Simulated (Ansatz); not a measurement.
# C2H5AlF radical: how energies converge with the basis set

An exercise on one series of results from a longer session: the logs are not shown, and one member is left open.

Method: one geometry, several basis sets; program: Ansatz 0.2.0, Gaussian basis.

The runs, in order: PBE0-D4/def2-SVP; ωB97M-V/def2-SVP; PBE0-D4/def2-QZVPP; ωB97M-V/def2-QZVPP; the functionals' def2-TZVPP values are taken from earlier runs.

### The relaxed structure

An earlier PBE0-D4 in a triple-zeta def2 set relaxation fixed the geometry.

SMILES `[CH2][Al]([CH3])[F]`, 9 atoms, charge 0, spin multiplicity 2.

Atoms are counted from 1 here; the program's logs count them from 0.

Bond lengths: C1–Al2 1.918 Å, C1–H5 1.088 Å, C1–H6 1.089 Å, Al2–C3 1.939 Å, Al2–F4 1.657 Å, C3–H7 1.094 Å, C3–H8 1.094 Å, C3–H9 1.093 Å. Angles: Al2–C1–H5 124.0°, Al2–C1–H6 123.9°, H5–C1–H6 112.2°, C1–Al2–C3 125.9°, C1–Al2–F4 116.2°, C3–Al2–F4 117.9°, Al2–C3–H7 111.0°, Al2–C3–H8 110.9°, Al2–C3–H9 112.4°, H7–C3–H8 106.5°, H7–C3–H9 107.9°, H8–C3–H9 107.9°.

Set-up of the first run:

Input file in.yaml:

```yaml
crystal:
  periodic: [false, false, false]
  atoms:
    - {symbol: C, position_ang: [-0.686415, 1.587498, -0.819971]}
    - {symbol: Al, position_ang: [-0.112818, -0.228707, -0.596462]}
    - {symbol: C, position_ang: [0.607077, -1.002284, 1.029301]}
    - {symbol: F, position_ang: [-0.253248, -1.209439, -1.924653]}
    - {symbol: H, position_ang: [-1.086824, 1.989211, -1.748842]}
    - {symbol: H, position_ang: [-0.649027, 2.336840, -0.030956]}
    - {symbol: H, position_ang: [-0.009290, -1.839755, 1.370578]}
    - {symbol: H, position_ang: [1.611213, -1.403391, 0.860142]}
    - {symbol: H, position_ang: [0.667932, -0.276272, 1.843661]}
basis:
  gaussian: {orbitals: def2-SVP}
magnetization: {spin_polarized: true, initial_magnetization: 1}
hamiltonian: {xc: pbe0, dispersion: d4}
output: {orbitals: {seedname: orbitals}}
```

Steps of the session up to this table: PBE0-D4 in def2-SVP; ωB97M-V in def2-SVP; PBE0-D4 in def2-QZVPP; ωB97M-V in def2-QZVPP.

One table of the session follows, with a row left open; its other results are not shown here.

It belongs to the step «Density functionals: the series». 

| functional | basis | HOMO (eV) | LUMO (eV) |
| --- | --- | --- | --- |
| PBE0-D4 | def2-SVP | -7.24 | -2.62 |
| PBE0-D4 | def2-TZVPP | ? | ? |
| PBE0-D4 | def2-QZVPP | -7.32 | -2.78 |
| ωB97M-V | def2-SVP | -9.24 | -0.72 |
| ωB97M-V | def2-TZVPP | -9.31 | -0.98 |
| ωB97M-V | def2-QZVPP | -9.33 | -1.08 |

Q: Estimate the row for PBE0-D4, def2-TZVPP from the others.

The run gave: HOMO (eV): -7.31; LUMO (eV): -2.75. In the column «HOMO (eV)» it lies between PBE0-D4, def2-QZVPP (-7.32) and PBE0-D4, def2-SVP (-7.24).
